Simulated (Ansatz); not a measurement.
The same calculation of CsTlF₃, space group Fm-3m as a Python script and as an input file (the Python package of Ansatz (0.2.0)).

The script, `deck_cstlf3.py`:
```python
"""Single point of CsTlF3 through the engine session."""

import warnings

import ansatz as az


def main() -> None:
    warnings.simplefilter("ignore", az.DeckWarning)

    config = {
        "crystal": {
            "lattice": [
                [0.0, 4.779973, 4.779973],
                [4.779973, 0.0, 4.779973],
                [4.779973, 4.779973, 0.0],
            ],
            "atoms": [
                {"symbol": "Cs", "position": [0.75, 0.75, 0.75]},
                {"symbol": "Cs", "position": [0.25, 0.25, 0.25]},
                {"symbol": "Tl", "position": [0.5, 0.5, 0.5]},
                {"symbol": "Tl", "position": [0.0, 0.0, 0.0]},
                {"symbol": "F", "position": [0.77234, 0.22766, 0.22766]},
                {"symbol": "F", "position": [0.22766, 0.22766, 0.77234]},
                {"symbol": "F", "position": [0.22766, 0.77234, 0.77234]},
                {"symbol": "F", "position": [0.22766, 0.77234, 0.22766]},
                {"symbol": "F", "position": [0.77234, 0.22766, 0.77234]},
                {"symbol": "F", "position": [0.77234, 0.77234, 0.22766]},
            ],
        },
        "kpoints": {"mp_grid": {"grid": [4, 4, 4]}},
        "hamiltonian": {"xc": "pbesol"},
        "scf": {"occupations": {"method": "fermi_dirac", "width": 0.05}},
        "basis": {"ecutwfc": "38 Ry"},
        "output": {"stress": True, "eigenvalues": True},
    }

    res = az.Session.from_dict(config).plan().execute()
    r = res.report

    for key in ("converged", "n_iterations", "n_electrons", "n_kpoints", "n_pw", "n_symmetry_ops", "free_energy_ev", "fermi_energy_ev"):
        print(f"{key:18s} {r[key]}")

    gap = None if "band_edges_ev" not in r else r["band_edges_ev"][1] - r["band_edges_ev"][0]
    print("gap on the k mesh:", "withheld (metal, or smearing too wide to tell)" if gap is None else f"{gap:.3f} eV")
    print("lowest empty less highest filled band, by band count:", round(r["gap_by_band_count_ev"], 3), "eV")

    fermi = r["fermi_energy_ev"]
    print("levels less the Fermi level (eV) at the first k-points")
    for k, levels in list(zip(r["kpoints_frac"], r["eigenvalues_ev"]))[:4]:
        print("k = ({:.3f}, {:.3f}, {:.3f})".format(*k))
        print("   ", " ".join(f"{e - fermi:.3f}" for e in levels))

    used = r["setup"]
    print("cutoffs (eV):", used["ecut_ev"], used["ecutrho_ev"], " FFT grid:", used["fft_dense"])
    print("cell volume {:.3f} A^3, {} symmetry operations".format(used["cell_volume_ang3"], used["n_sym_ops"]))

    print("energy terms (eV)")
    for term, value in r["components"].items():
        if abs(value) > 1e-9:
            print(f"  {term:26s} {value:16.5f}")


if __name__ == "__main__":
    main()
```

```console
$ python deck_cstlf3.py
converged          True
n_iterations       6
n_electrons        86.0
n_kpoints          8
n_pw               5817
n_symmetry_ops     48
free_energy_ev     -38571.15397095042
fermi_energy_ev    5.217223819585156
gap on the k mesh: 2.097 eV
lowest empty less highest filled band, by band count: 2.097 eV
levels less the Fermi level (eV) at the first k-points
k = (0.000, 0.000, 0.000)
    -22.693 -22.431 -22.431 -22.395 -22.395 -22.395 -20.878 -20.872 -10.933 -10.933 -10.729 -10.729 -10.729 -9.995 -9.995 -9.995 -9.860 -9.860 -7.887 -7.887 -7.887 -7.875 -7.739 -7.739 -7.739 -5.182 -5.182 -5.182 -3.721 -3.721 -3.721 -3.684 -3.684 -3.684 -3.613 -3.613 -3.613 -3.380 -3.380 -3.380 -3.377 -2.926 -2.926 2.301 3.617 3.617 3.617 4.864 4.864 5.215 7.170
k = (0.000, 0.000, 0.250)
    -22.669 -22.433 -22.433 -22.414 -22.393 -22.393 -20.883 -20.878 -10.890 -10.890 -10.725 -10.725 -10.719 -9.995 -9.995 -9.991 -9.939 -9.939 -7.851 -7.851 -7.837 -7.741 -7.741 -7.709 -7.659 -5.761 -4.995 -4.995 -3.993 -3.828 -3.761 -3.761 -3.711 -3.711 -3.689 -3.616 -3.616 -3.452 -3.452 -3.414 -3.129 -3.129 -2.444 1.607 4.021 4.021 4.548 5.191 5.191 5.377 6.700
k = (0.000, 0.000, -0.500)
    -22.641 -22.438 -22.435 -22.435 -22.392 -22.392 -20.887 -20.885 -10.840 -10.840 -10.720 -10.720 -10.710 -10.024 -10.024 -9.995 -9.995 -9.985 -7.782 -7.782 -7.777 -7.777 -7.741 -7.693 -7.346 -6.358 -4.753 -4.753 -4.109 -4.008 -3.780 -3.780 -3.764 -3.764 -3.645 -3.624 -3.624 -3.608 -3.608 -3.460 -3.290 -3.290 -1.747 1.042 4.544 4.544 5.007 5.740 5.740 5.816 6.457
k = (0.000, 0.250, 0.250)
    -22.664 -22.443 -22.431 -22.406 -22.396 -22.396 -20.885 -20.879 -10.933 -10.864 -10.721 -10.721 -10.721 -10.019 -9.994 -9.994 -9.988 -9.859 -7.885 -7.885 -7.791 -7.736 -7.676 -7.676 -7.595 -5.415 -5.198 -5.198 -4.070 -3.864 -3.766 -3.749 -3.749 -3.716 -3.716 -3.657 -3.656 -3.656 -3.462 -3.462 -3.383 -2.926 -2.034 1.709 4.087 4.087 4.398 5.148 5.152 6.003 6.535
cutoffs (eV): 517.016338673772 2068.065354695088  FFT grid: [54, 54, 54]
cell volume 218.427 A^3, 48 symmetry operations
energy terms (eV)
  e_band                           -357.90923
  e_kinetic                        2191.29520
  e_local                         -6979.29371
  e_nonlocal                       1148.46101
  e_hartree                        2710.93086
  e_xc                            -1270.27956
  e_vxc                           -1139.60907
  e_paw                          -31173.64199
  e_vpaw                          -1000.62665
  e_augmentation_tail                 0.00425
  e_ewald                         -5199.24952
  e_core_change                       0.61951
```

`input.yaml`:
```yaml
crystal:
  lattice:
    - [0.0, 4.779973, 4.779973]
    - [4.779973, 0.0, 4.779973]
    - [4.779973, 4.779973, 0.0]
  atoms:
    - { symbol: Cs, position: [0.75, 0.75, 0.75] }
    - { symbol: Cs, position: [0.25, 0.25, 0.25] }
    - { symbol: Tl, position: [0.5, 0.5, 0.5] }
    - { symbol: Tl, position: [0.0, 0.0, 0.0] }
    - { symbol: F, position: [0.77234, 0.22766, 0.22766] }
    - { symbol: F, position: [0.22766, 0.22766, 0.77234] }
    - { symbol: F, position: [0.22766, 0.77234, 0.77234] }
    - { symbol: F, position: [0.22766, 0.77234, 0.22766] }
    - { symbol: F, position: [0.77234, 0.22766, 0.77234] }
    - { symbol: F, position: [0.77234, 0.77234, 0.22766] }
kpoints:
  mp_grid:
    grid: [4, 4, 4]
hamiltonian:
  xc: pbesol
scf:
  occupations:
    method: fermi_dirac
    width: 0.05
basis:
  ecutwfc: "38 Ry"
output:
  stress: true
  eigenvalues: true
```

Caveats:
- Absolute energies stand on the zero of these potentials, so only differences at equal settings mean something. A total without «per atom» is that of the cell as typed.
- Spin-orbit coupling, left out here, can change this gap by several tenths of an eV, and inverted bands can meet off the mesh.
- The energy terms are those on the plane-wave grid, with the one-centre PAW part apart; e_band, e_vxc and e_vpaw aren't summands of the total.
- Only differences from the Fermi energy are physical; the zero of the scale is a convention.
- An opening on this mesh may only mean that it misses a point where bands touch.
- This cell is a computed structure, which may not be the phase found in nature.
- Gaps and levels are Kohn-Sham values on a finite set of k-points, without spin-orbit coupling.
- Hardware and time: 6.6 s on 1 thread of Arm Neoverse V2, on a shared host, peak memory 0.58 GiB.

(Lines on the test bed's own set-up are left out of the output.)
